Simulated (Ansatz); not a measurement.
# FH₃InNS: taking an electron away

How much energy removes an electron from FH₃InNS at fixed geometry? The cation is run at each level and the neutral's energy taken from earlier runs.

The runs use Ansatz 0.2.0, Gaussian basis; unrestricted cation, the program's frozen cores in correlated methods.

Levels to be run: UKS PBE-D4/def2-TZVPP; UKS r2SCAN-D4/def2-TZVPP; UKS PBE0-D4/def2-TZVPP; UKS B3LYP-D4/def2-TZVPP; UKS wB97X-V/def2-TZVPP; UKS wB97M-V/def2-TZVPP; UKS B2PLYP/def2-TZVPP; UHF-CCSD(T)/def2-TZVPP; UHF-MP2/def2-QZVPP; extrapolation to the limit; then −ε(HOMO) from the neutral's earlier runs with LDA (SPW92), PBE-D4, revPBE-D4, BLYP-D4, r2SCAN-D4, B97M-V, PBE0-D4, B3LYP-D4, r2SCANh-D4, r2SCAN0-D4, HSE06-D4, BHLYP-D4, CAM-B3LYP-D4, LC-ωPBE, ωB97X-V, ωB97M-V.

1 further run of the same task is left out (for a known fault of the program).

### Step 1. The geometry

An earlier PBE0-D4 in a triple-zeta def2 set relaxation fixed the geometry. In takes the def2 core potential; no spin-orbit term is included.

7 atoms, charge 0, spin multiplicity 1.

Atoms are counted from 1 here; the program's logs count them from 0.

Bond lengths: N1–In2 2.006 Å, N1–H5 1.010 Å, N1–H6 1.011 Å, In2–F3 1.950 Å, In2–S4 2.358 Å, S4–H7 1.344 Å. Angles: In2–N1–H5 116.7°, In2–N1–H6 114.0°, H5–N1–H6 109.2°, N1–In2–F3 112.9°, N1–In2–S4 133.0°, F3–In2–S4 113.8°, In2–S4–H7 93.1°.

Geometry (Å):

```
N     0.9152    1.1645    0.2416
In    0.0608   -0.6486    0.1563
F     1.2278   -2.0696    0.8069
S    -2.1216   -1.3742   -0.3644
H     0.5874    1.8527   -0.4211
H     1.9261    1.1446    0.2267
H    -2.5345   -0.1374   -0.6918
```

### Step 2. Cation, UKS PBE-D4/def2-TZVPP

in.yaml

```yaml
crystal:
  periodic: [false, false, false]
  atoms:
    - {symbol: N, position_ang: [0.915242, 1.164517, 0.241604]}
    - {symbol: In, position_ang: [0.060770, -0.648631, 0.156323]}
    - {symbol: F, position_ang: [1.227848, -2.069565, 0.806875]}
    - {symbol: S, position_ang: [-2.121591, -1.374242, -0.364353]}
    - {symbol: H, position_ang: [0.587356, 1.852664, -0.421069]}
    - {symbol: H, position_ang: [1.926149, 1.144606, 0.226691]}
    - {symbol: H, position_ang: [-2.534474, -0.137449, -0.691770]}
basis:
  gaussian: {orbitals: def2-TZVPP}
total_charge: 1
magnetization: {spin_polarized: true, initial_magnetization: 1}
hamiltonian: {xc: pbe, dispersion: d4}
```

Run with:

```bash
$ ansatz run in.yaml --threads 2 --pin off --events-out ev --progress --plain --max-ram 32768MiB --backend cpu
```

The runs that follow: Cation, UKS r2SCAN-D4/def2-TZVPP; Cation, UKS PBE0-D4/def2-TZVPP; Cation, UKS B3LYP-D4/def2-TZVPP; Cation, UKS wB97X-V/def2-TZVPP; Cation, UKS wB97M-V/def2-TZVPP; Cation, UKS B2PLYP (frozen core)/def2-TZVPP; Cation, UHF-CCSD(T)/def2-TZVPP; Cation, UHF-MP2/def2-QZVPP.

**Question.** What will the summary of the whole plan be? Wanted: ionisation energy, CCSD(T)/CBS; nearest functional by difference; nearest −ε(HOMO); −ε(HOMO) of PBE; T1 of the cation.

As calculated:

| quantity | value |
| --- | --- |
| ionisation energy, CCSD(T)/CBS | 10.19 eV |
| nearest functional by difference | ωB97X-V (-0.11 eV) |
| nearest −ε(HOMO) | ωB97X-V (-0.09 eV) |
| −ε(HOMO) of PBE | 6.38 eV |
| T1 of the cation | 0.029 |

What this shows: Energy differences with functionals land within 0.86 eV of the reference. The PBE orbital energy is 3.8 eV too small: a semilocal HOMO is no ionisation energy. Among orbital estimates ωB97X-V comes nearest. Hartree-Fock falls 1.55 eV short, as the neutral has more correlation energy than the cation. Correlated methods include outer-core shells of In, which these sets cover unevenly. With outer-core shells in play the reference is unsure by up to some tenths of an eV, so close misses can't be ranked.
